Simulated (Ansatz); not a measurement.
# CH₉BGeSi: one species, many methods

The task here is to estimate one member of a computed series from the others.

Method: functionals in def2-TZVPP, the program's frozen cores in correlated methods; program: Ansatz 0.2.0, Gaussian basis.

Levels to be run: PBE-D4, r2SCAN-D4, PBE0-D4, B3LYP-D4, ωB97X-V, ωB97M-V, B2PLYP; CCSD(T)/def2-TZVPP; MP2/def2-QZVPP; extrapolation to the limit.

## The geometry

The geometry comes from an earlier relaxation with PBE0-D4 in a triple-zeta def2 set; it is a stationary point, not always the lowest conformer.

SMILES `B[CH]([SiH3])[GeH3]`, 13 atoms, charge 0, spin multiplicity 1.

Atoms are counted from 1 here; the program's logs count them from 0.

Bond lengths: B1–C2 1.529 Å, B1–H5 1.201 Å, B1–H6 1.198 Å, C2–Si3 1.870 Å, C2–Ge4 1.996 Å, C2–H7 1.093 Å, Si3–H8 1.490 Å, Si3–H9 1.488 Å, Si3–H10 1.486 Å, Ge4–H11 1.535 Å, Ge4–H12 1.540 Å, Ge4–H13 1.535 Å. Angles: C2–B1–H5 119.7°, C2–B1–H6 121.6°, H5–B1–H6 118.6°, B1–C2–Si3 117.1°, B1–C2–Ge4 98.3°, B1–C2–H7 114.8°, Si3–C2–Ge4 107.1°, Si3–C2–H7 111.7°, Ge4–C2–H7 106.1°, C2–Si3–H8 111.1°, C2–Si3–H9 110.5°, C2–Si3–H10 109.5°, H8–Si3–H9 107.9°, H8–Si3–H10 108.7°, H9–Si3–H10 109.1°, C2–Ge4–H11 109.5°, C2–Ge4–H12 111.0°, C2–Ge4–H13 107.2° and more.

The first run:

File in.yaml:

```yaml
crystal:
  periodic: [false, false, false]
  atoms:
    - {symbol: B, position_ang: [-1.224345, 1.080538, -0.375739]}
    - {symbol: C, position_ang: [-0.329075, 0.233113, 0.528472]}
    - {symbol: Si, position_ang: [1.484070, 0.686108, 0.599214]}
    - {symbol: Ge, position_ang: [-0.463428, -1.491242, -0.467852]}
    - {symbol: H, position_ang: [-0.830268, 1.413708, -1.460544]}
    - {symbol: H, position_ang: [-2.341980, 1.371383, -0.057801]}
    - {symbol: H, position_ang: [-0.735899, 0.039541, 1.524320]}
    - {symbol: H, position_ang: [2.291321, -0.425329, 1.175817]}
    - {symbol: H, position_ang: [1.688040, 1.888068, 1.451580]}
    - {symbol: H, position_ang: [1.978837, 0.971681, -0.772070]}
    - {symbol: H, position_ang: [0.705275, -1.603572, -1.457328]}
    - {symbol: H, position_ang: [-1.790658, -1.578183, -1.243287]}
    - {symbol: H, position_ang: [-0.411389, -2.620616, 0.570115]}
basis:
  gaussian: {orbitals: def2-TZVPP}
hamiltonian: {xc: pbe, dispersion: d4}
output: {forces: true, orbitals: {seedname: orbitals}}
```

Launch:

```sh
$ ansatz run in.yaml --threads 4 --pin off --events-out ev --progress --plain --max-ram 10444MiB
```

Among the steps run: PBE-D4 (GGA); r2SCAN-D4 (meta-GGA); PBE0-D4 (hybrid); B3LYP-D4 (hybrid); ωB97X-V (range-separated); ωB97M-V (range-separated); B2PLYP (double hybrid); CCSD(T) in def2-TZVPP; MP2 in def2-QZVPP.

One table of the session follows, with a row left open; its other results are not shown here.

It belongs to the step «Atomisation energies». 

| method | atomisation energy (kJ/mol) |
| --- | --- |
| PBE-D4 | 4109.2 |
| r2SCAN-D4 | 4138.4 |
| PBE0-D4 | 4103.4 |
| B3LYP-D4 | 4124.3 |
| ωB97X-V | 4152.0 |
| ωB97M-V | 4128.8 |
| B2PLYP | ? |
| HF/def2-TZVPP | 3178.8 |
| MP2/def2-TZVPP | 4043.1 |
| CCSD/def2-TZVPP | 4015.9 |
| CCSD(T)/def2-TZVPP | 4054.5 |
| MP2/CBS | 4120.6 |
| CCSD(T)/CBS | 4132.0 |

**Question.** Estimate the row for B2PLYP.

**Answer.** atomisation energy (kJ/mol): 4076.6. In the column «atomisation energy (kJ/mol)» it lies between CCSD(T)/def2-TZVPP (4054.5) and PBE0-D4 (4103.4).

To keep in mind: Free atoms (1 B, 1 C, 1 Si, 1 Ge, 9 H) were run apart at each level; the atomisation energy is their sum less the molecule, without zero-point or spin-orbit terms.
